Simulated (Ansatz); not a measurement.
# CH₆ClFSi₂: small, medium and large basis sets

Aim: see how fast density functionals converge with the basis set for CH₆ClFSi₂.

Method: one geometry, several basis sets; program: Ansatz 0.2.0, Gaussian basis.

Plan: PBE0-D4/def2-SVP; ωB97M-V/def2-SVP; PBE0-D4/def2-QZVPP; ωB97M-V/def2-QZVPP; the functionals' def2-TZVPP values are taken from earlier runs.

## (1) The geometry

All runs share one geometry, relaxed beforehand with PBE0-D4 in a triple-zeta def2 set.

SMILES `F[SiH2]C[SiH2]Cl`, 11 atoms, charge 0, spin multiplicity 1.

Atoms are counted from 1 here; the program's logs count them from 0.

Bond lengths: F1–Si2 1.602 Å, Si2–C3 1.857 Å, Si2–H6 1.483 Å, Si2–H7 1.483 Å, C3–Si4 1.860 Å, C3–H8 1.096 Å, C3–H9 1.096 Å, Si4–Cl5 2.058 Å, Si4–H10 1.482 Å, Si4–H11 1.482 Å. Angles: F1–Si2–C3 109.1°, F1–Si2–H6 107.5°, F1–Si2–H7 107.5°, C3–Si2–H6 111.2°, C3–Si2–H7 111.1°, H6–Si2–H7 110.3°, Si2–C3–Si4 116.0°, Si2–C3–H8 108.5°, Si2–C3–H9 108.5°, Si4–C3–H8 108.0°, Si4–C3–H9 108.1°, H8–C3–H9 107.4°, C3–Si4–Cl5 109.7°, C3–Si4–H10 111.1°, C3–Si4–H11 111.1°, Cl5–Si4–H10 107.4°, Cl5–Si4–H11 107.4°, H10–Si4–H11 109.9°.

As a file:

```
F    -2.79041   -0.88964    0.26457
Si   -1.44606   -0.53557   -0.53069
C    -0.15359    0.02135    0.68074
Si    1.50019    0.47353   -0.04041
Cl    2.77685    1.05873    1.46411
H    -1.77073    0.53985   -1.49905
H    -1.01555   -1.76098   -1.24677
H     0.00317   -0.77839    1.41355
H    -0.53759    0.89265    1.22336
H     1.37868    1.60834   -0.98606
H     2.12034   -0.68688   -0.72276
```

## (2) PBE0-D4 in def2-SVP

in.yaml

```yaml
crystal:
  periodic: [false, false, false]
  atoms:
    - {symbol: F, position_ang: [-2.790409, -0.889636, 0.264569]}
    - {symbol: Si, position_ang: [-1.446065, -0.535567, -0.530686]}
    - {symbol: C, position_ang: [-0.153592, 0.021346, 0.680737]}
    - {symbol: Si, position_ang: [1.500193, 0.473533, -0.040408]}
    - {symbol: Cl, position_ang: [2.776852, 1.058731, 1.464110]}
    - {symbol: H, position_ang: [-1.770733, 0.539855, -1.499048]}
    - {symbol: H, position_ang: [-1.015554, -1.760982, -1.246767]}
    - {symbol: H, position_ang: [0.003174, -0.778389, 1.413552]}
    - {symbol: H, position_ang: [-0.537587, 0.892653, 1.223357]}
    - {symbol: H, position_ang: [1.378683, 1.608335, -0.986057]}
    - {symbol: H, position_ang: [2.120338, -0.686879, -0.722760]}
basis:
  gaussian: {orbitals: def2-SVP}
hamiltonian: {xc: pbe0, dispersion: d4}
output: {orbitals: {seedname: orbitals}}
```

Command:

```console
$ ansatz run in.yaml --threads 4 --pin off --events-out ev --progress --plain --max-ram 10444MiB
```

The program printed:

```text
Functional definition: PBE0
  name "PBE0"
  cite "Adamo & Barone, J. Chem. Phys. 110, 6158 (1999) doi:10.1063/1.478522"
  cite "Perdew, Burke & Ernzerhof, Phys. Rev. Lett. 77, 3865 (1996) doi:10.1103/PhysRevLett.77.3865"
  parent pbe
  parameter a = 0.25
  parameter kappa = 0.804
  parameter beta = 0.06672455060314922
  exchange = (1 - a)*pbe_x(kappa = kappa, mu = beta*pi^2/3) + a*exact_x
  correlation = pbe_c(beta = beta)
1073 factors; integrals over basis functions are off by at most 1.2e-3 eV
mean field evaluation 1: about -32101.4675 eV, gradient 4.7e1 eV
mean field evaluation 2: about -32099.1177 eV, gradient 5.6e1 eV
mean field evaluation 4: about -32106.0861 eV, gradient 2.1e0 eV
mean field evaluation 8: about -32106.1566 eV, gradient 1.9e-1 eV
mean field evaluation 16: about -32106.1567 eV, gradient 1.5e-5 eV
mean field -32106.15667978 eV, -1179.8794956473 hartree, gradient 1.5e-5 eV, S^2 0.000000; 0 other end points of the search recorded, 0 dependent functions left out
reference -32106.15670777 eV, -1179.8794966757 hartree; 33, 33 occupied and 79, 79 virtual orbitals, 1073 factors
Total energy: -32106.38573543 eV, -1179.8879132873 hartree
```

Run time: 1.1 s. Hardware: 4 threads of Arm Neoverse V2, shared host; peak memory 0.48 GiB.

## (3) ωB97M-V in def2-SVP

Edit in.yaml of step 2 so:

```diff
@@ -16,3 +16,3 @@
   gaussian: {orbitals: def2-SVP}
-hamiltonian: {xc: pbe0, dispersion: d4}
+hamiltonian: {xc: {name: wB97M-V}}
 output: {orbitals: {seedname: orbitals}}
```

The command is unchanged.

The program printed (excerpt; [...] marks lines left out):

```text
Functional definition: wB97M-V
  name "wB97M-V"
  cite "Mardirossian & Head-Gordon, J. Chem. Phys. 144, 214110 (2016) doi:10.1063/1.4952647"
  cite "Becke, J. Chem. Phys. 107, 8554 (1997) doi:10.1063/1.475007"
  cite "Vydrov & Van Voorhis, J. Chem. Phys. 133, 244103 (2010) doi:10.1063/1.3521275"
  # Of w^i u^j: cxij and so on, Table III.
[...]
  gx(w, u) = 1 - cx + cx01*u + cx10*w
  gss(w, u) = css00 + css04*u^4 + css10*w + css20*w^2 + css43*w^4*u^3
  gos(w, u) = cos00 + cos10*w + (cos20 + cos21*u)*w^2 + (cos60 + cos61*u)*w^6
[...]
      + integral(e_c_pw_mod_opposite_spin*gos(b97_w_opposite, b97_u_opposite)) + vv10(b, c)
1073 factors; integrals over basis functions are off by at most 1.2e-3 eV
348 factors; integrals over basis functions are off by at most 5.7e-6 eV
[...]
mean field -32117.64109874 eV, -1180.3015402598 hartree, gradient 7.7e-5 eV, S^2 0.000000; 0 other end points of the search recorded, 0 dependent functions left out
reference -32117.64114202 eV, -1180.3015418500 hartree; 33, 33 occupied and 79, 79 virtual orbitals, 1073 factors
Total energy: -32117.64114202 eV, -1180.3015418500 hartree
```

It took 4.6 s on 4 threads of Arm Neoverse V2, shared host; peak memory 0.48 GiB.

## (4) PBE0-D4 in def2-QZVPP

Edit in.yaml of step 3 so:

```diff
@@ -15,4 +15,4 @@
 basis:
-  gaussian: {orbitals: def2-SVP}
-hamiltonian: {xc: {name: wB97M-V}}
+  gaussian: {orbitals: "def2-QZVPP.json"}
+hamiltonian: {xc: pbe0, dispersion: d4}
 output: {orbitals: {seedname: orbitals}}
```

The command is unchanged.

The program printed:

```text
Functional definition: PBE0
  name "PBE0"
  cite "Adamo & Barone, J. Chem. Phys. 110, 6158 (1999) doi:10.1063/1.478522"
  cite "Perdew, Burke & Ernzerhof, Phys. Rev. Lett. 77, 3865 (1996) doi:10.1103/PhysRevLett.77.3865"
  parent pbe
  parameter a = 0.25
  parameter kappa = 0.804
  parameter beta = 0.06672455060314922
  exchange = (1 - a)*pbe_x(kappa = kappa, mu = beta*pi^2/3) + a*exact_x
  correlation = pbe_c(beta = beta)
1862 factors; their error is unknown
mean field evaluation 1: about -32115.2778 eV, gradient 5.8e1 eV
mean field evaluation 2: about -32111.0083 eV, gradient 7.1e1 eV
mean field evaluation 4: about -32122.0162 eV, gradient 3.6e0 eV
mean field evaluation 8: about -32122.0373 eV, gradient 4.1e-2 eV
mean field evaluation 16: about -32122.0633 eV, gradient 2.3e-5 eV
mean field -32122.06327485 eV, -1180.4640522343 hartree, gradient 2.3e-5 eV, S^2 0.000000; 0 other end points of the search recorded, 0 dependent functions left out
reference -32122.06331573 eV, -1180.4640537366 hartree; 33, 33 occupied and 471, 471 virtual orbitals, 1862 factors
Total energy: -32122.29234340 eV, -1180.4724703482 hartree
```

It took 9 s on 4 threads of Arm Neoverse V2, shared host; peak memory 2.2 GiB.

## (5) ωB97M-V in def2-QZVPP

Edit in.yaml of step 4 so:

```diff
@@ -16,3 +16,3 @@
   gaussian: {orbitals: "def2-QZVPP.json"}
-hamiltonian: {xc: pbe0, dispersion: d4}
+hamiltonian: {xc: {name: wB97M-V}}
 output: {orbitals: {seedname: orbitals}}
```

Launched as before.

The program printed (excerpt; [...] marks lines left out):

```text
Functional definition: wB97M-V
  name "wB97M-V"
  cite "Mardirossian & Head-Gordon, J. Chem. Phys. 144, 214110 (2016) doi:10.1063/1.4952647"
  cite "Becke, J. Chem. Phys. 107, 8554 (1997) doi:10.1063/1.475007"
  cite "Vydrov & Van Voorhis, J. Chem. Phys. 133, 244103 (2010) doi:10.1063/1.3521275"
  # Of w^i u^j: cxij and so on, Table III.
[...]
  gx(w, u) = 1 - cx + cx01*u + cx10*w
  gss(w, u) = css00 + css04*u^4 + css10*w + css20*w^2 + css43*w^4*u^3
  gos(w, u) = cos00 + cos10*w + (cos20 + cos21*u)*w^2 + (cos60 + cos61*u)*w^6
[...]
      + integral(e_c_pw_mod_opposite_spin*gos(b97_w_opposite, b97_u_opposite)) + vv10(b, c)
1806 factors; their error is unknown
394 factors; integrals over basis functions are off by at most 2.0e-5 eV
[...]
mean field -32133.61032867 eV, -1180.8883986352 hartree, gradient 7.4e-5 eV, S^2 0.000000; 0 other end points of the search recorded, 0 dependent functions left out
reference -32133.61039635 eV, -1180.8884011226 hartree; 33, 33 occupied and 471, 471 virtual orbitals, 1806 factors
Total energy: -32133.61039635 eV, -1180.8884011226 hartree
```

It took 20 s on 4 threads of Arm Neoverse V2, shared host; peak memory 2.6 GiB.

## (6) Density functionals: the series

The def2-TZVPP values come from earlier runs at the same geometry.

```tsv
functional	basis	functions	energy (eV)	from the largest (eV)	HOMO (eV)	LUMO (eV)
PBE0-D4	def2-SVP	112	-32106.3857	15.907	-8.78	-0.19
PBE0-D4	def2-TZVPP	272	-32121.1565	1.136	-8.89	-0.56
PBE0-D4	def2-QZVPP	504	-32122.2923	0.000	-8.92	-0.69
ωB97M-V	def2-SVP	112	-32117.6411	15.969	-10.95	1.75
ωB97M-V	def2-TZVPP	272	-32132.5459	1.065	-11.10	1.21
ωB97M-V	def2-QZVPP	504	-32133.6104	0.000	-11.13	0.93
```

## (7) Summary of results

| quantity | value |
| --- | --- |
| PBE0-D4: double and triple zeta above quadruple | 15.91, 1.14 eV |
| ωB97M-V: double and triple zeta above quadruple | 15.97, 1.06 eV |

In words: PBE0-D4 gains 14.77 eV from double to triple zeta, then 1.14 eV more. These are total energies; as a rule much of such shifts cancels in differences, which this series doesn't test. The LUMO of ωB97M-V is positive and keeps falling with the basis (1.75 to 0.93 eV): an unbound level that the basis holds in place.

For PBE0-D4 the largest set took about 9 times as long as the smallest (9 s against 1.1 s).
